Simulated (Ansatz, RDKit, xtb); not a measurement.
# Isomers of C5H6F2NS+, a sample narrowed down

Which of a sample of isomers of C5H6F2NS+ (charge +1) is the most stable in the gas at 298.15 K, and what are its properties? The sample is small against all isomers, and the most stable one of this formula need not be in it.

The funnel: GFN2-xTB relaxations, single points with a density functional, relaxations at B3LYP/def2-SVP, harmonic vibrations (at GFN2-xTB), and a last energy at a higher level. All values are calculated.

### 1 Candidates

Isomers were taken from a list of plausible structures; this is a sample, not all of them. That gives 4 candidates.

```
label              SMILES     spin
 c010    C[n+]1ccsc1C(F)F  singlet
 c411  C[n+]1csc(C(F)F)c1  singlet
 c635    CC[n+]1cc(F)sc1F  singlet
 c651    C[n+]1cc(F)sc1CF  singlet
```

Candidates are built by distance geometry, with a force field where one applies, in up to four conformers (letters a to d).

Q: Predict the outcome of this search (final energies at CCSD(T)/def2-SVP + MP2/def2-TZVPP - MP2/def2-SVP).

| quantity | value |
| --- | --- |
| lowest structure found | C[n+]1csc(C(F)F)c1, singlet |
| next finalist | C[n+]1ccsc1C(F)F, singlet, 1.9 kcal/mol higher in G |
| share at equilibrium, among the finalists | 96.0 % |

`C[n+]1csc(C(F)F)c1` comes out lowest. The margin, 1.9 kcal/mol, is modest. GFN2-xTB, B3LYP/def2-SVP and HF/def2-SVP already put its bonding pattern lowest among the structures in one piece; HF/STO-3G favours the singlet CC[n+]1cc(F)sc1F (c635a, not a finalist); r2SCAN-D4/def2-SVP and MP2/def2-SVP favour the singlet C[n+]1ccsc1C(F)F. The search is not exhaustive (a finite list of starts, one conformer a finalist), so a lower isomer can't be ruled out. Only 4 drawn patterns were tried, so whole families of isomers are missing, and the result ranks this sample alone.
